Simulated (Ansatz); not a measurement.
# C2H2FSn radical: one species, many methods

One table from this session's results is given with a row withheld; the runs are named, their logs left out.

The runs use Ansatz 0.2.0, Gaussian basis; functionals in def2-TZVPP, the program's frozen cores in correlated methods.

Plan: LDA (SPW92), PBE-D4, revPBE-D4, BLYP-D4, r2SCAN-D4, B97M-V, PBE0-D4, B3LYP-D4, r2SCANh-D4, r2SCAN0-D4, HSE06-D4, BHLYP-D4, CAM-B3LYP-D4, LC-ωPBE, ωB97X-V, ωB97M-V, B2PLYP, PBE-QIDH; CCSD(T)/def2-SVP; CCSD(T)/def2-TZVPP; MP2/def2-QZVPP; extrapolation to the limit; RPA on PBE.

## The geometry

All runs share one geometry, relaxed beforehand with PBE0-D4 in a triple-zeta def2 set. Sn takes the def2 core potential; no spin-orbit term is included.

SMILES `C#[C][SnH][F]`, 6 atoms, charge 0, spin multiplicity 2.

Atoms are counted from 1 here; the program's logs count them from 0.

Bond lengths: C1–C2 1.209 Å, C1–H5 1.067 Å, C2–Sn3 2.082 Å, Sn3–F4 1.927 Å, Sn3–H6 1.726 Å. Angles: C2–C1–H5 178.4°, C1–C2–Sn3 172.8°, C2–Sn3–F4 103.9°, C2–Sn3–H6 111.2°, F4–Sn3–H6 104.7°.

Set-up of the first run:

in.yaml

```yaml
crystal:
  periodic: [false, false, false]
  atoms:
    - {symbol: C, position_ang: [-0.085585, 0.922765, -1.648026]}
    - {symbol: C, position_ang: [0.085718, 0.323798, -0.612451]}
    - {symbol: Sn, position_ang: [0.628740, -0.738432, 1.094209]}
    - {symbol: F, position_ang: [-0.628229, -2.198102, 1.151244]}
    - {symbol: H, position_ang: [-0.266314, 1.453558, -2.555375]}
    - {symbol: H, position_ang: [0.307871, 0.172312, 2.524300]}
basis:
  gaussian: {orbitals: def2-TZVPP}
magnetization: {spin_polarized: true, initial_magnetization: 1}
hamiltonian: {xc: lda}
output: {orbitals: {seedname: orbitals}}
```

Among the steps run: LDA; PBE-D4 (GGA); revPBE-D4 (GGA); BLYP-D4 (GGA); r2SCAN-D4 (meta-GGA); B97M-V (meta-GGA); PBE0-D4 (hybrid); B3LYP-D4 (hybrid); r2SCANh-D4 (hybrid); r2SCAN0-D4 (hybrid); HSE06-D4 (hybrid); BHLYP-D4 (hybrid); CAM-B3LYP-D4 (range-separated); LC-ωPBE-D4 (range-separated; the results give it without D4); ωB97X-V (range-separated); ωB97M-V (range-separated); B2PLYP (double hybrid); PBE-QIDH (double hybrid).

One of the session's tables, all rows but one given; the rest of the session is left out.

It belongs to the step «Orbital energies across the functionals». 

```
  functional  HOMO (eV)  LUMO (eV)  gap (eV)
 LDA (SPW92)      -5.82      -5.03      0.79
      PBE-D4      -5.74      -4.69      1.05
   revPBE-D4      -5.71      -4.56      1.15
     BLYP-D4      -5.58      -4.72      0.86
   r2SCAN-D4      -6.14      -4.38      1.76
      B97M-V      -5.90      -4.85      1.05
     PBE0-D4      -6.88      -3.84      3.04
    B3LYP-D4      -6.65      -4.24      2.40
  r2SCANh-D4      -6.55      -4.08      2.48
  r2SCAN0-D4      -7.18      -3.62      3.55
    HSE06-D4          ?          ?         ?
    BHLYP-D4      -7.87      -3.10      4.76
CAM-B3LYP-D4      -8.12      -2.98      5.14
     LC-ωPBE      -9.45      -1.55      7.90
     ωB97X-V      -8.99      -1.96      7.03
     ωB97M-V      -8.92      -2.10      6.83
```

Estimate the missing values for HSE06-D4.

**Answer.** HOMO (eV): -6.49; LUMO (eV): -4.21; gap (eV): 2.28. In the column «HOMO (eV)» it lies between r2SCANh-D4 (-6.55) and r2SCAN-D4 (-6.14).
